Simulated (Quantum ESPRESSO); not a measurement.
The system is NbTe2.

```
CELL_PARAMETERS angstrom
2.09371 1.20881 6.33008
-2.09371 1.20881 6.33008
0.00000 -2.41761 6.33008
ATOMIC_POSITIONS crystal
Nb 0.00000 0.00000 0.00000
Te 0.25200 0.25200 0.25200
Te 0.74800 0.74800 0.74800
```

The cell was built by a generator and needn't be a form met in nature.

Base run:

| Property | Result |
| --- | --- |
| Program | Quantum ESPRESSO 7.5 |
| Functional | PBEsol |
| Potentials or basis | PseudoDojo 0.4.1 SR PBEsol standard |
| Cutoff | 1116 eV |
| Density cutoff | 4463 eV |
| k mesh | 5 × 5 × 5 |
| Occupations | gaussian, width 0.05 eV |
| Spin | collinear spin, ferromagnetic start |
| Starting moments | [1.0, 0.0, 0.0] μB |

Its results: band gap on the k mesh none (metal or under the smearing width); pressure -5.1 GPa; net moment 0.93 μB per cell; site moments Nb +0.77; Te -0.05 μB; largest force 0.087 eV/Å.

Problem. The run is repeated on the same cell with these changes: hubbard terms from none to Nb d U = 6 eV. What comes out?

Solution. Band gap on the k mesh none (metal or under the smearing width); pressure -0.6 GPa; net moment 1.57 μB per cell; site moments Nb +1.79; Te -0.28 μB; largest force 0.505 eV/Å.

Caveats: the U is typed as a test and isn't derived for this compound (some runs).
